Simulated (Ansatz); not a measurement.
What does this script print? It uses Ansatz 0.2.0, Python API.

Contents of `lu_p6_3_mmc.vasp`:
```text
Lu
1.0
   3.50310000    0.00000000    0.00000000
  -1.75155000    3.03377359    0.00000000
   0.00000000    0.00000000    5.55090000
Lu
2
Direct
   0.33333333    0.66666667    0.25000000
   0.66666667    0.33333333    0.75000000
```

Input file `lu_im_3m.cif`:
```cif
data_Lu
_cell_length_a 3.384613
_cell_length_b 3.384613
_cell_length_c 3.384613
_cell_angle_alpha 109.47122
_cell_angle_beta 109.47122
_cell_angle_gamma 109.47122
_symmetry_space_group_name_H-M 'P 1'
_symmetry_Int_Tables_number 1
loop_
_symmetry_equiv_pos_as_xyz
'x, y, z'
loop_
_atom_site_label
_atom_site_type_symbol
_atom_site_fract_x
_atom_site_fract_y
_atom_site_fract_z
Lu1 Lu    0.000000    0.000000    0.000000
```

The script, `transition_lu.py`:
```python
# -*- coding: utf-8 -*-
"""Pressure at which two phases of Lu cross."""

import ansatz as az
from ase.io import read
import numpy as np


def run_phase(name, crystal, pressure=0.0):
    calc = (
        crystal.calculation()
        .functional("pbesol")
        .basis(550)  # cutoff of the orbital basis
        .scf(tolerance=1e-07)
        .kpoints(spacing=0.27)
        .occupations("fermi_dirac", width=0.1)
    )
    calc = calc.relax(force_tolerance=0.03, max_steps=60, cell=True, pressure=pressure)
    return calc.run(threads=1, backend="cpu")


def volume_per_atom(outcome):
    return abs(np.linalg.det(outcome.lattice.cell_ang)) / len(outcome.lattice.sites)

phases = {}
atoms = read("lu_p6_3_mmc.vasp", format="vasp")
p6_3_mmc = az.Crystal.from_ase(atoms)
phases["P6_3/mmc"] = p6_3_mmc
atoms = read("lu_im_3m.cif")
im_3m = az.Crystal.from_ase(atoms)
phases["Im-3m"] = im_3m

# enthalpy per atom at each pressure
pressures = [0, 15, 30, 45]
enthalpy, volume = {name: [] for name in phases}, {name: [] for name in phases}
for p in pressures:
    for name, crystal in phases.items():
        o = run_phase(name, crystal, pressure=p)
        volume[name].append(volume_per_atom(o))
        enthalpy[name].append(o.report["energy_sigma0_ev"] / len(o.lattice.sites) + p * volume[name][-1] / 160.21766)
gap = np.array(enthalpy["Im-3m"]) - np.array(enthalpy["P6_3/mmc"])
rows = [(p, va, vb, 1000 * d) for p, va, vb, d in zip(pressures, volume["P6_3/mmc"], volume["Im-3m"], gap)]
print("| P (GPa) | V P6_3/mmc (A^3/atom) | V Im-3m (A^3/atom) | H(Im-3m) - H(P6_3/mmc) (meV/atom) |")
print("| --- | --- | --- | --- |")
for row in rows:
    print(f"| {row[0]:d} | {row[1]:.3f} | {row[2]:.3f} | {row[3]:+.1f} |")
crossings = [p0 - g0 * (p1 - p0) / (g1 - g0) for p0, p1, g0, g1 in zip(pressures, pressures[1:], gap, gap[1:]) if g0 * g1 < 0]
print("crossing near", [round(float(p), 1) for p in crossings], "GPa") if crossings else print("no crossing in this range")
```

Running `python transition_lu.py` prints:
```text
DeckWarning: relax.cell: scf.convergence.dr2_threshold = 1e-7 eV (the SCF's general default) is looser than the 2e-10 eV advised for a relaxation that steers and ends on the stress (1e-10 eV for each atom of the cell: 2). What an SCF threshold leaves in a stress goes as its square root, and in the free energy as the [...]
DeckWarning: relax.cell: scf.convergence.dr2_threshold = 1e-7 eV (the SCF's general default) is looser than the 1e-10 eV advised for a relaxation that steers and ends on the stress (1e-10 eV for each atom of the cell: 1). What an SCF threshold leaves in a stress goes as its square root, and in the free energy as the [...]
| P (GPa) | V P6_3/mmc (A^3/atom) | V Im-3m (A^3/atom) | H(Im-3m) - H(P6_3/mmc) (meV/atom) |
| --- | --- | --- | --- |
| 0 | 27.587 | 27.970 | +148.2 |
| 15 | 22.147 | 22.192 | +159.3 |
| 30 | 19.375 | 19.316 | +161.9 |
| 45 | 17.599 | 17.478 | +155.0 |
no crossing in this range
```
(Warnings from the package without file and line, shortened.)

Caveats:
- At a fixed pressure a relaxation lowers the enthalpy F + PV, while F alone can rise.
- For the metals among these phases the mesh is modest: differences between phases can be off by up to 40 meV an atom.
- The cells come from databases of deposited and of computed structures, and not all need be stable phases.
- Only these two structures are compared, at zero temperature and with their symmetry kept; either may be hypothetical, and another phase may be lower than both. Differences under about 40 meV an atom lie within the error of mesh and functional.
- Timing: 2.2 min on 1 thread of Intel(R) Xeon(R) Platinum 8375C CPU @ 2.90GHz (Ice Lake), on a shared host, peak memory 0.55 GiB.

(Lines on the test bed's own set-up are left out of the output.)
